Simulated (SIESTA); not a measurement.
Runs of SIESTA 5.4.2 on BiTe. Symmetry: Fm-3m, No. 225, cubic system. The conventional cell has a = 6.470 Å, b = 6.470 Å, c = 6.470 Å, α = 90.00°, β = 90.00°, γ = 90.00°. Around Bi (site symmetry m-3m) lie 6 Te at 3.23 Å. Te (site symmetry m-3m) is surrounded by 6 Bi at 3.23 Å. 

```csv
task,level,potentials or basis,cell,broadening (eV),window from (eV),window to (eV),energy points,k mesh for the DOS,energy shift,gap on the mesh (eV),pressure (GPa)
band structure,PBE,"PseudoDojo 0.4 standard (PBE files), DZP (energy shift 0.003 Ry; two zetas on semicore shells)",as given,-,-,-,-,-,0.003 Ry,none,(a)
density of states,PW86PBE,"PseudoDojo 0.4 standard (PBE files), SZ (energy shift 0.02 Ry)",as given,0.2 eV,-25 eV,10 eV,201,11 × 11 × 11,0.02 Ry,none,1.4
relaxation of cell and atoms,PW86PBE,"PseudoDojo 0.4 stringent (PBE files), DZP (energy shift 0.002 Ry)",relaxed,-,-,-,-,-,0.002 Ry,none,0.0
band structure,LDA,"PseudoDojo 0.4 standard (LDA files), DZP (energy shift 0.003 Ry; two zetas on semicore shells)",as given,-,-,-,-,-,0.003 Ry,none,-1.9
```

Alike in all rows: no spin polarisation; k mesh 7 × 7 × 7; smearing fermi-dirac 0.05 eV; grid cutoff 500 Ry.

Question: Estimate the missing entries.

Answer: (a) 1.7.

Caveats: spin-orbit coupling is left out, which moves the levels of the heavy elements; the basis of atomic orbitals isn't converged, which shifts pressures, moduli and gaps; the potentials were made for another functional, which shifts forces and pressure (some runs); the basis has no polarisation orbitals (some runs); semicore shells carry a single zeta, which can move pressures by several GPa and volumes by a few percent (some runs); the valence orbitals were made in a potential fitted to the semicore shell under them, which widens gaps by tenths of an eV or more (some runs).

A k mesh can miss the band edges, and the runs leave out spin-orbit coupling on Bi, Te.

A gap of «none» marks a metal or a gap under the smearing width.

Not every run made on this cell is shown here.
